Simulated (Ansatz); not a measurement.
**NaOs3F: a trial structure relaxed**

Aim: relax a trial structure of NaOs3F and see where it ends.

Computed with Ansatz 0.2.0 (DFT PBE, scalar-relativistic, plane waves, PAW, unless a step's input says otherwise).

**1. The system as given**

Symmetry: Pm-3m, No. 221, cubic system. The conventional cell has a = 4.227 Å, b = 4.227 Å, c = 4.227 Å, α = 90.00°, β = 90.00°, γ = 90.00°. Na (site symmetry m-3m) is surrounded by 12 Os at 2.99 Å. Os (site symmetry 4/mmm) is surrounded by 2 F at 2.11 Å. F (site symmetry m-3m) has 6 Os at 2.11 Å as nearest neighbours.

As a file:

```
CELL_PARAMETERS angstrom
4.22718 0.00000 0.00000
0.00000 4.22718 0.00000
0.00000 0.00000 4.22718
ATOMIC_POSITIONS crystal
Na 0.00000 0.00000 0.00000
Os 0.00000 0.50000 0.50000
Os 0.50000 0.00000 0.50000
Os 0.50000 0.50000 0.00000
F 0.50000 0.50000 0.50000
```

A structure generator made this guess: species swapped into a database cell of HoBRh3 (Pm-3m, No. 221), with Na on the Ho sites, F on the B sites and Os on the Rh sites. Lengths come from tabulated atomic sizes and are only a guess.

**2. Probe: one point on a coarse mesh**

Contents of input.yaml:

```yaml
crystal:
  lattice:
    - [4.22718389, 0.0, 0.0]
    - [0.0, 4.22718389, 0.0]
    - [0.0, 0.0, 4.22718389]
  atoms:
    - { symbol: Na, position: [0.0, 0.0, 0.0] }
    - { symbol: Os, position: [0.0, 0.5, 0.5], spin: 1.0 }
    - { symbol: Os, position: [0.5, 0.0, 0.5], spin: 1.0 }
    - { symbol: Os, position: [0.5, 0.5, 0.0], spin: 1.0 }
    - { symbol: F, position: [0.5, 0.5, 0.5] }
basis:
  ecutwfc: 420
kpoints:
  mp_grid: { grid: [4, 4, 4] }
hamiltonian:
  xc: pbe
scf:
  occupations: { method: gaussian, width: 0.1 }
  lower_state_search: "off"
output:
  forces: true
  stress: true
  eigenvalues: true
  populations: true
magnetization:
  spin_polarized: true
```

Command:

```sh
$ ansatz run input.yaml --threads 1 --pin off --max-ram 2048MiB --backend cpu --events-out ev --progress --plain --runs-dir out
```

Further runs follow: a loose first relaxation; full relaxation.

**Question.** What will these runs give? Wanted: conventional cell; volume; energy over the elements; gap on the mesh; total moment.

The runs gave:

| quantity | value |
| --- | --- |
| symmetry at the end (tolerance 0.05 Å) | space group Pm-3m (No. 221) |
| conventional cell | a = 4.292 Å, b = 4.292 Å, c = 4.292 Å, α = 90.00°, β = 90.00°, γ = 90.00° |
| volume | 15.82 Å³/atom |
| energy over the elements (uncorrected; H, N, O, F and Cl as molecules) | +1.88 eV/atom |
| gap on the mesh | none (metal) |
| total moment | 2.31 μB/cell |

The space group Pm-3m (No. 221) is kept, and the volume per atom grows by 4.7 % from the first guess. With a positive formation energy it can't be a ground state. No finished test with a distortion of lower symmetry is shown, so the end may be a saddle point. Spin-orbit coupling is left out for Os. Other magnetic orders were not searched.
